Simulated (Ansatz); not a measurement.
# Li+ with TeH2: interaction against distance, part 2 of 3

Ansatz 0.2.0, Gaussian basis. Earlier steps stand in the parts before.

## Step 7: B moved by +0.14 Å, CCSD(T)/def2-TZVPPD

The inputs:

ab/in.yaml

```yaml
crystal:
  periodic: [false, false, false]
  atoms:
    - {symbol: Li, position_ang: [-0.553613, 0.591874, -2.006086]}
    - {symbol: Te, position_ang: [0.489928, 0.483158, 0.671972]}
    - {symbol: H, position_ang: [1.094112, -1.044953, 0.446121]}
    - {symbol: H, position_ang: [-0.925112, -0.142672, 1.269609]}
basis:
  gaussian: {orbitals: "def2-TZVPPD.json"}
total_charge: 1
correlation: {method: ccsd_t}
```

a/in.yaml

```yaml
crystal:
  periodic: [false, false, false]
  atoms:
    - {symbol: Li, position_ang: [-0.553613, 0.591874, -2.006086]}
basis:
  gaussian:
    orbitals: "def2-TZVPPD.json"
    ghost_atoms:
      - {symbol: Te, position_ang: [0.489928, 0.483158, 0.671972]}
      - {symbol: H, position_ang: [1.094112, -1.044953, 0.446121]}
      - {symbol: H, position_ang: [-0.925112, -0.142672, 1.269609]}
total_charge: 1
correlation: {method: ccsd_t}
```

b/in.yaml

```yaml
crystal:
  periodic: [false, false, false]
  atoms:
    - {symbol: Te, position_ang: [0.489928, 0.483158, 0.671972]}
    - {symbol: H, position_ang: [1.094112, -1.044953, 0.446121]}
    - {symbol: H, position_ang: [-0.925112, -0.142672, 1.269609]}
basis:
  gaussian:
    orbitals: "def2-TZVPPD.json"
    ghost_atoms:
      - {symbol: Li, position_ang: [-0.553613, 0.591874, -2.006086]}
correlation: {method: ccsd_t}
```

Each run has its own folder and the same command.

The run is started by

```bash
ansatz run in.yaml --threads 2 --pin off --events-out ev --progress --plain --max-ram 5222MiB
```

Log of ab, cut to the lines that bear on the results:

```text
Functional definition: HF
  name "HF"
  cite "Fock, Z. Phys. 61, 126 (1930) doi:10.1007/BF01340294"
  parent pbe
[...]
890 factors; integrals over basis functions are off by at most 7.3e-4 eV
[...]
mean field -7494.71426609 eV, -275.4256691790 hartree, gradient 1.8e-6 eV, S^2 0.000000; 0 other end points of the search recorded, 0 dependent functions left out
4 core orbitals not correlated: weight in the atoms' cores, before any rotation towards them, 1.000 or more for the frozen orbitals, at most 0.000 for the correlated occupied ones
reference -7494.71426609 eV, -275.4256691790 hartree; 10, 10 occupied and 101, 101 virtual orbitals, 890 factors
second order -13.86240215 eV of doubles, -0.00000000 eV of singles
cycle   1  -13.33534184 eV  change    5.3e-1 eV  update   7.2e-2
[...]
cycle  10  -13.68919232 eV  change    6.3e-6 eV  update   3.3e-6
perturbative correction -0.27948223 eV, -0.0102707825 hartree
Total energy: -7508.68294064 eV, -275.9390085003 hartree
```

Output in a, cut to the lines that bear on the results:

```text
[... 4 set-up lines as earlier in the session ...]
[...]
720 factors; integrals over basis functions are off by at most 5.9e-4 eV
[...]
mean field -196.91182113 eV, -7.2363759548 hartree, gradient 6.8e-7 eV, S^2 0.000000; 0 other end points of the search recorded, 0 dependent functions left out
reference -196.91182113 eV, -7.2363759548 hartree; 1, 1 occupied and 114, 114 virtual orbitals, 720 factors
second order -0.81600849 eV of doubles, -0.00000000 eV of singles
cycle   1  -0.91647281 eV  change   -1.0e-1 eV  update   6.4e-3
[...]
cycle   5  -0.93242619 eV  change   -5.6e-7 eV  update   7.3e-7
perturbative correction 0.00000000 eV, 0.0000000000 hartree
Total energy: -197.84424731 eV, -7.2706419850 hartree
```

Log of b, cut to the lines that bear on the results:

```text
[... 4 set-up lines as earlier in the session ...]
[...]
823 factors; integrals over basis functions are off by at most 7.5e-4 eV
[...]
mean field -7296.83603706 eV, -268.1537783889 hartree, gradient 6.7e-6 eV, S^2 0.000000; 0 other end points of the search recorded, 0 dependent functions left out
4 core orbitals not correlated: weight in the atoms' cores, before any rotation towards them, 1.000 or more for the frozen orbitals, at most 0.000 for the correlated occupied ones
reference -7296.83603706 eV, -268.1537783889 hartree; 9, 9 occupied and 102, 102 virtual orbitals, 823 factors
second order -13.06742998 eV of doubles, -0.00000000 eV of singles
cycle   1  -12.43296860 eV  change    6.3e-1 eV  update   7.2e-2
[...]
cycle   9  -12.76991543 eV  change   -1.8e-5 eV  update   6.2e-6
perturbative correction -0.27960595 eV, -0.0102753292 hartree
Total energy: -7309.88555844 eV, -268.6333394544 hartree
```

Wall times: 4.8 s (ab), 1 s (a), 4.7 s (b) on 2 threads of Intel Xeon Platinum 8488C, shared host; peak memory 0.56 GiB.

Interaction: -21.98 kcal/mol.

## Step 8: B moved by +0.33 Å, wB97M-V/def2-TZVPPD

File ab/in.yaml:

```yaml
crystal:
  periodic: [false, false, false]
  atoms:
    - {symbol: Li, position_ang: [-0.553613, 0.591874, -2.006086]}
    - {symbol: Te, position_ang: [0.539074, 0.430616, 0.850060]}
    - {symbol: H, position_ang: [1.143258, -1.097496, 0.624209]}
    - {symbol: H, position_ang: [-0.875966, -0.195215, 1.447697]}
basis:
  gaussian: {orbitals: "def2-TZVPPD.json"}
total_charge: 1
hamiltonian: {xc: {name: wB97M-V}}
```

File a/in.yaml:

```yaml
crystal:
  periodic: [false, false, false]
  atoms:
    - {symbol: Li, position_ang: [-0.553613, 0.591874, -2.006086]}
basis:
  gaussian:
    orbitals: "def2-TZVPPD.json"
    ghost_atoms:
      - {symbol: Te, position_ang: [0.539074, 0.430616, 0.850060]}
      - {symbol: H, position_ang: [1.143258, -1.097496, 0.624209]}
      - {symbol: H, position_ang: [-0.875966, -0.195215, 1.447697]}
total_charge: 1
hamiltonian: {xc: {name: wB97M-V}}
```

File b/in.yaml:

```yaml
crystal:
  periodic: [false, false, false]
  atoms:
    - {symbol: Te, position_ang: [0.539074, 0.430616, 0.850060]}
    - {symbol: H, position_ang: [1.143258, -1.097496, 0.624209]}
    - {symbol: H, position_ang: [-0.875966, -0.195215, 1.447697]}
basis:
  gaussian:
    orbitals: "def2-TZVPPD.json"
    ghost_atoms:
      - {symbol: Li, position_ang: [-0.553613, 0.591874, -2.006086]}
hamiltonian: {xc: {name: wB97M-V}}
```

Each run has its own folder and the same command.

The run is started by

```bash
ansatz run in.yaml --threads 2 --pin off --events-out ev --progress --plain --max-ram 5222MiB
```

Log of ab, cut to the lines that bear on the results:

```text
[... 5 set-up lines as earlier in the session ...]
  # Of w^i u^j: cxij and so on, Table III.
[...]
  gx(w, u) = 1 - cx + cx01*u + cx10*w
[...]
      + integral(e_c_pw_mod_opposite_spin*gos(b97_w_opposite, b97_u_opposite)) + vv10(b, c)
748 factors; their error is unknown
242 factors; integrals over basis functions are off by at most 4.7e-5 eV
[...]
mean field -7523.50303506 eV, -276.4836369250 hartree, gradient 1.6e-5 eV, S^2 0.000000; 0 other end points of the search recorded, 0 dependent functions left out
reference -7523.50309200 eV, -276.4836390174 hartree; 14, 14 occupied and 101, 101 virtual orbitals, 748 factors
Total energy: -7523.50309200 eV, -276.4836390174 hartree
```

Log of a, cut to the lines that bear on the results:

```text
[... 5 set-up lines as earlier in the session ...]
  # Of w^i u^j: cxij and so on, Table III.
[...]
  gx(w, u) = 1 - cx + cx01*u + cx10*w
[...]
      + integral(e_c_pw_mod_opposite_spin*gos(b97_w_opposite, b97_u_opposite)) + vv10(b, c)
590 factors; their error is unknown
206 factors; integrals over basis functions are off by at most 6.1e-5 eV
[...]
mean field -197.98652549 eV, -7.2758706116 hartree, gradient 9.3e-7 eV, S^2 0.000000; 0 other end points of the search recorded, 0 dependent functions left out
reference -197.98653282 eV, -7.2758708810 hartree; 1, 1 occupied and 114, 114 virtual orbitals, 590 factors
Total energy: -197.98653282 eV, -7.2758708810 hartree
```

b printed, cut to the lines that bear on the results:

```text
[... 5 set-up lines as earlier in the session ...]
  # Of w^i u^j: cxij and so on, Table III.
[...]
  gx(w, u) = 1 - cx + cx01*u + cx10*w
[...]
      + integral(e_c_pw_mod_opposite_spin*gos(b97_w_opposite, b97_u_opposite)) + vv10(b, c)
698 factors; their error is unknown
214 factors; integrals over basis functions are off by at most 1.7e-4 eV
[...]
mean field -7324.57179853 eV, -269.1730488230 hartree, gradient 3.2e-5 eV, S^2 0.000000; 0 other end points of the search recorded, 0 dependent functions left out
reference -7324.57186372 eV, -269.1730512186 hartree; 13, 13 occupied and 102, 102 virtual orbitals, 698 factors
Total energy: -7324.57186372 eV, -269.1730512186 hartree
```

They took 3 s (ab), 1.4 s (a), 2.5 s (b) on 2 threads of Intel Xeon Platinum 8488C, shared host.

ab − a − b = -21.79 kcal/mol.

## Step 9: B moved by +0.33 Å, CCSD(T)/def2-TZVPPD

Each input of step 8 (ab, a, b) changes in the same lines:

```diff
-hamiltonian: {xc: {name: wB97M-V}}
+correlation: {method: ccsd_t}
```

One command serves all of them, each in its own folder.

The run is started by

```bash
ansatz run in.yaml --threads 2 --pin off --events-out ev --progress --plain --max-ram 5222MiB
```

Output in ab, cut to the lines that bear on the results:

```text
[... 4 set-up lines as earlier in the session ...]
[...]
890 factors; integrals over basis functions are off by at most 7.4e-4 eV
[...]
mean field -7494.66303147 eV, -275.4237863414 hartree, gradient 2.2e-6 eV, S^2 0.000000; 0 other end points of the search recorded, 0 dependent functions left out
4 core orbitals not correlated: weight in the atoms' cores, before any rotation towards them, 1.000 or more for the frozen orbitals, at most 0.000 for the correlated occupied ones
reference -7494.66303147 eV, -275.4237863414 hartree; 10, 10 occupied and 101, 101 virtual orbitals, 890 factors
second order -13.85535081 eV of doubles, -0.00000000 eV of singles
cycle   1  -13.32868921 eV  change    5.3e-1 eV  update   7.3e-2
[...]
cycle  10  -13.68287197 eV  change    5.1e-6 eV  update   3.7e-6
perturbative correction -0.27983118 eV, -0.0102836063 hartree
Total energy: -7508.62573462 eV, -275.9369062180 hartree
```

Log of a, cut to the lines that bear on the results:

```text
[... 4 set-up lines as earlier in the session ...]
[...]
720 factors; integrals over basis functions are off by at most 6.0e-4 eV
[...]
mean field -196.91181462 eV, -7.2363757155 hartree, gradient 6.7e-7 eV, S^2 0.000000; 0 other end points of the search recorded, 0 dependent functions left out
reference -196.91181462 eV, -7.2363757155 hartree; 1, 1 occupied and 114, 114 virtual orbitals, 720 factors
second order -0.81580732 eV of doubles, -0.00000000 eV of singles
cycle   1  -0.91623298 eV  change   -1.0e-1 eV  update   6.4e-3
[...]
cycle   5  -0.93217592 eV  change   -5.6e-7 eV  update   7.3e-7
perturbative correction 0.00000000 eV, 0.0000000000 hartree
Total energy: -197.84399053 eV, -7.2706325487 hartree
```

b printed, cut to the lines that bear on the results:

```text
[... 4 set-up lines as earlier in the session ...]
[...]
823 factors; integrals over basis functions are off by at most 7.6e-4 eV
[...]
mean field -7296.83595060 eV, -268.1537752113 hartree, gradient 7.6e-6 eV, S^2 0.000000; 0 other end points of the search recorded, 0 dependent functions left out
4 core orbitals not correlated: weight in the atoms' cores, before any rotation towards them, 1.000 or more for the frozen orbitals, at most 0.000 for the correlated occupied ones
reference -7296.83595060 eV, -268.1537752113 hartree; 9, 9 occupied and 102, 102 virtual orbitals, 823 factors
second order -13.06385184 eV of doubles, -0.00000000 eV of singles
cycle   1  -12.42982675 eV  change    6.3e-1 eV  update   7.2e-2
[...]
cycle   9  -12.76670812 eV  change   -1.9e-5 eV  update   6.4e-6
perturbative correction -0.27929830 eV, -0.0102640234 hartree
Total energy: -7309.88195702 eV, -268.6332071044 hartree
```

Times: 5.5 s (ab), 1 s (a), 4.5 s (b) on 2 threads of Intel Xeon Platinum 8488C, shared host; peak memory 0.56 GiB.

ab − a − b = -20.75 kcal/mol.

## Step 10: B moved by +0.69 Å, wB97M-V/def2-TZVPPD

File ab/in.yaml:

```yaml
crystal:
  periodic: [false, false, false]
  atoms:
    - {symbol: Li, position_ang: [-0.553613, 0.591874, -2.006086]}
    - {symbol: Te, position_ang: [0.630346, 0.333036, 1.180795]}
    - {symbol: H, position_ang: [1.234530, -1.195076, 0.954944]}
    - {symbol: H, position_ang: [-0.784694, -0.292794, 1.778432]}
basis:
  gaussian: {orbitals: "def2-TZVPPD.json"}
total_charge: 1
hamiltonian: {xc: {name: wB97M-V}}
```

File a/in.yaml:

```yaml
crystal:
  periodic: [false, false, false]
  atoms:
    - {symbol: Li, position_ang: [-0.553613, 0.591874, -2.006086]}
basis:
  gaussian:
    orbitals: "def2-TZVPPD.json"
    ghost_atoms:
      - {symbol: Te, position_ang: [0.630346, 0.333036, 1.180795]}
      - {symbol: H, position_ang: [1.234530, -1.195076, 0.954944]}
      - {symbol: H, position_ang: [-0.784694, -0.292794, 1.778432]}
total_charge: 1
hamiltonian: {xc: {name: wB97M-V}}
```

File b/in.yaml:

```yaml
crystal:
  periodic: [false, false, false]
  atoms:
    - {symbol: Te, position_ang: [0.630346, 0.333036, 1.180795]}
    - {symbol: H, position_ang: [1.234530, -1.195076, 0.954944]}
    - {symbol: H, position_ang: [-0.784694, -0.292794, 1.778432]}
basis:
  gaussian:
    orbitals: "def2-TZVPPD.json"
    ghost_atoms:
      - {symbol: Li, position_ang: [-0.553613, 0.591874, -2.006086]}
hamiltonian: {xc: {name: wB97M-V}}
```

Each run has its own folder and the same command.

The run is started by

```bash
ansatz run in.yaml --threads 2 --pin off --events-out ev --progress --plain --max-ram 5222MiB
```

ab printed, cut to the lines that bear on the results:

```text
[... 5 set-up lines as earlier in the session ...]
  # Of w^i u^j: cxij and so on, Table III.
[...]
  gx(w, u) = 1 - cx + cx01*u + cx10*w
[...]
      + integral(e_c_pw_mod_opposite_spin*gos(b97_w_opposite, b97_u_opposite)) + vv10(b, c)
748 factors; their error is unknown
242 factors; integrals over basis functions are off by at most 5.4e-5 eV
[...]
mean field -7523.33378314 eV, -276.4774170316 hartree, gradient 2.2e-5 eV, S^2 0.000000; 0 other end points of the search recorded, 0 dependent functions left out
reference -7523.33384091 eV, -276.4774191546 hartree; 14, 14 occupied and 101, 101 virtual orbitals, 748 factors
Total energy: -7523.33384091 eV, -276.4774191546 hartree
```

Output in a, cut to the lines that bear on the results:

```text
[... 5 set-up lines as earlier in the session ...]
  # Of w^i u^j: cxij and so on, Table III.
[...]
  gx(w, u) = 1 - cx + cx01*u + cx10*w
[...]
      + integral(e_c_pw_mod_opposite_spin*gos(b97_w_opposite, b97_u_opposite)) + vv10(b, c)
590 factors; their error is unknown
206 factors; integrals over basis functions are off by at most 6.7e-5 eV
[...]
mean field -197.98639981 eV, -7.2758659929 hartree, gradient 1.0e-6 eV, S^2 0.000000; 0 other end points of the search recorded, 0 dependent functions left out
reference -197.98640736 eV, -7.2758662704 hartree; 1, 1 occupied and 114, 114 virtual orbitals, 590 factors
Total energy: -197.98640736 eV, -7.2758662704 hartree
```

b printed, cut to the lines that bear on the results:

```text
[... 5 set-up lines as earlier in the session ...]
  # Of w^i u^j: cxij and so on, Table III.
[...]
  gx(w, u) = 1 - cx + cx01*u + cx10*w
[...]
      + integral(e_c_pw_mod_opposite_spin*gos(b97_w_opposite, b97_u_opposite)) + vv10(b, c)
698 factors; their error is unknown
214 factors; integrals over basis functions are off by at most 2.0e-4 eV
[...]
mean field -7324.57148711 eV, -269.1730373784 hartree, gradient 3.3e-5 eV, S^2 0.000000; 0 other end points of the search recorded, 0 dependent functions left out
reference -7324.57155266 eV, -269.1730397875 hartree; 13, 13 occupied and 102, 102 virtual orbitals, 698 factors
Total energy: -7324.57155266 eV, -269.1730397875 hartree
```

Times: 2.6 s (ab), 1.4 s (a), 2.5 s (b) on 2 threads of Intel Xeon Platinum 8488C, shared host.

This point gives -17.89 kcal/mol.

## Step 11: B moved by +0.69 Å, CCSD(T)/def2-TZVPPD

The same edit goes into each in.yaml of step 10 (ab, a, b):

```diff
-hamiltonian: {xc: {name: wB97M-V}}
+correlation: {method: ccsd_t}
```

The same command starts each run, in its folder.

The run is started by

```bash
ansatz run in.yaml --threads 2 --pin off --events-out ev --progress --plain --max-ram 5222MiB
```

ab printed, cut to the lines that bear on the results:

```text
[... 4 set-up lines as earlier in the session ...]
[...]
890 factors; integrals over basis functions are off by at most 7.4e-4 eV
[...]
mean field -7494.50317333 eV, -275.4179116632 hartree, gradient 2.9e-6 eV, S^2 0.000000; 0 other end points of the search recorded, 0 dependent functions left out
4 core orbitals not correlated: weight in the atoms' cores, before any rotation towards them, 1.000 or more for the frozen orbitals, at most 0.000 for the correlated occupied ones
reference -7494.50317333 eV, -275.4179116632 hartree; 10, 10 occupied and 101, 101 virtual orbitals, 890 factors
second order -13.85060331 eV of doubles, -0.00000000 eV of singles
cycle   1  -13.32245772 eV  change    5.3e-1 eV  update   7.3e-2
[...]
cycle  10  -13.67681215 eV  change    1.1e-6 eV  update   4.6e-6
perturbative correction -0.28027648 eV, -0.0102999705 hartree
Total energy: -7508.46026195 eV, -275.9308252095 hartree
```

a printed, cut to the lines that bear on the results:

```text
[... 4 set-up lines as earlier in the session ...]
[...]
720 factors; integrals over basis functions are off by at most 6.1e-4 eV
[...]
mean field -196.91180427 eV, -7.2363753351 hartree, gradient 6.8e-7 eV, S^2 0.000000; 0 other end points of the search recorded, 0 dependent functions left out
reference -196.91180427 eV, -7.2363753351 hartree; 1, 1 occupied and 114, 114 virtual orbitals, 720 factors
second order -0.81554534 eV of doubles, -0.00000000 eV of singles
cycle   1  -0.91590621 eV  change   -1.0e-1 eV  update   6.4e-3
[...]
cycle   5  -0.93183167 eV  change   -5.9e-7 eV  update   7.2e-7
perturbative correction -0.00000000 eV, -0.0000000000 hartree
Total energy: -197.84363593 eV, -7.2706195172 hartree
```

b printed, cut to the lines that bear on the results:

```text
[... 4 set-up lines as earlier in the session ...]
[...]
823 factors; integrals over basis functions are off by at most 7.4e-4 eV
[...]
mean field -7296.83579011 eV, -268.1537693136 hartree, gradient 9.8e-6 eV, S^2 0.000000; 0 other end points of the search recorded, 0 dependent functions left out
4 core orbitals not correlated: weight in the atoms' cores, before any rotation towards them, 1.000 or more for the frozen orbitals, at most 0.000 for the correlated occupied ones
reference -7296.83579011 eV, -268.1537693136 hartree; 9, 9 occupied and 102, 102 virtual orbitals, 823 factors
second order -13.05858738 eV of doubles, -0.00000000 eV of singles
cycle   1  -12.42512526 eV  change    6.3e-1 eV  update   7.2e-2
[...]
cycle   9  -12.76190813 eV  change   -2.0e-5 eV  update   6.6e-6
perturbative correction -0.27885805 eV, -0.0102478444 hartree
Total energy: -7309.87655629 eV, -268.6330086313 hartree
```

They took 5 s (ab), 1.1 s (a), 4 s (b) on 2 threads of Intel Xeon Platinum 8488C, shared host; peak memory 0.56 GiB.

ab − a − b = -17.07 kcal/mol.

## Step 12: B moved by +1.37 Å, wB97M-V/def2-TZVPPD

File ab/in.yaml:

```yaml
crystal:
  periodic: [false, false, false]
  atoms:
    - {symbol: Li, position_ang: [-0.553613, 0.591874, -2.006086]}
    - {symbol: Te, position_ang: [0.805869, 0.145383, 1.816823]}
    - {symbol: H, position_ang: [1.410052, -1.382729, 1.590972]}
    - {symbol: H, position_ang: [-0.609171, -0.480448, 2.414460]}
basis:
  gaussian: {orbitals: "def2-TZVPPD.json"}
total_charge: 1
hamiltonian: {xc: {name: wB97M-V}}
```

File a/in.yaml:

```yaml
crystal:
  periodic: [false, false, false]
  atoms:
    - {symbol: Li, position_ang: [-0.553613, 0.591874, -2.006086]}
basis:
  gaussian:
    orbitals: "def2-TZVPPD.json"
    ghost_atoms:
      - {symbol: Te, position_ang: [0.805869, 0.145383, 1.816823]}
      - {symbol: H, position_ang: [1.410052, -1.382729, 1.590972]}
      - {symbol: H, position_ang: [-0.609171, -0.480448, 2.414460]}
total_charge: 1
hamiltonian: {xc: {name: wB97M-V}}
```

File b/in.yaml:

```yaml
crystal:
  periodic: [false, false, false]
  atoms:
    - {symbol: Te, position_ang: [0.805869, 0.145383, 1.816823]}
    - {symbol: H, position_ang: [1.410052, -1.382729, 1.590972]}
    - {symbol: H, position_ang: [-0.609171, -0.480448, 2.414460]}
basis:
  gaussian:
    orbitals: "def2-TZVPPD.json"
    ghost_atoms:
      - {symbol: Li, position_ang: [-0.553613, 0.591874, -2.006086]}
hamiltonian: {xc: {name: wB97M-V}}
```

Each run has its own folder and the same command.

The run is started by

```bash
ansatz run in.yaml --threads 2 --pin off --events-out ev --progress --plain --max-ram 5222MiB
```

ab printed, cut to the lines that bear on the results:

```text
[... 5 set-up lines as earlier in the session ...]
  # Of w^i u^j: cxij and so on, Table III.
[...]
  gx(w, u) = 1 - cx + cx01*u + cx10*w
[...]
      + integral(e_c_pw_mod_opposite_spin*gos(b97_w_opposite, b97_u_opposite)) + vv10(b, c)
748 factors; their error is unknown
243 factors; integrals over basis functions are off by at most 6.7e-5 eV
[...]
mean field -7523.02109209 eV, -276.4659258475 hartree, gradient 2.7e-5 eV, S^2 0.000000; 0 other end points of the search recorded, 0 dependent functions left out
reference -7523.02114914 eV, -276.4659279438 hartree; 14, 14 occupied and 101, 101 virtual orbitals, 748 factors
Total energy: -7523.02114914 eV, -276.4659279438 hartree
```

a printed, cut to the lines that bear on the results:

```text
[... 5 set-up lines as earlier in the session ...]
  # Of w^i u^j: cxij and so on, Table III.
[...]
  gx(w, u) = 1 - cx + cx01*u + cx10*w
[...]
      + integral(e_c_pw_mod_opposite_spin*gos(b97_w_opposite, b97_u_opposite)) + vv10(b, c)
590 factors; their error is unknown
206 factors; integrals over basis functions are off by at most 7.7e-5 eV
[...]
mean field -197.98610921 eV, -7.2758553135 hartree, gradient 6.6e-7 eV, S^2 0.000000; 0 other end points of the search recorded, 0 dependent functions left out
reference -197.98611733 eV, -7.2758556121 hartree; 1, 1 occupied and 114, 114 virtual orbitals, 590 factors
Total energy: -197.98611733 eV, -7.2758556121 hartree
```

b printed, cut to the lines that bear on the results:

```text
[... 5 set-up lines as earlier in the session ...]
  # Of w^i u^j: cxij and so on, Table III.
[...]
  gx(w, u) = 1 - cx + cx01*u + cx10*w
[...]
      + integral(e_c_pw_mod_opposite_spin*gos(b97_w_opposite, b97_u_opposite)) + vv10(b, c)
698 factors; their error is unknown
214 factors; integrals over basis functions are off by at most 2.7e-4 eV
[...]
mean field -7324.57094399 eV, -269.1730174191 hartree, gradient 3.2e-5 eV, S^2 0.000000; 0 other end points of the search recorded, 0 dependent functions left out
reference -7324.57100521 eV, -269.1730196688 hartree; 13, 13 occupied and 102, 102 virtual orbitals, 698 factors
Total energy: -7324.57100521 eV, -269.1730196688 hartree
```

Times: 2.8 s (ab), 1.6 s (a), 2.5 s (b) on 2 threads of Intel Xeon Platinum 8488C, shared host.

ab − a − b = -10.70 kcal/mol.

[end of part 2 of 3]
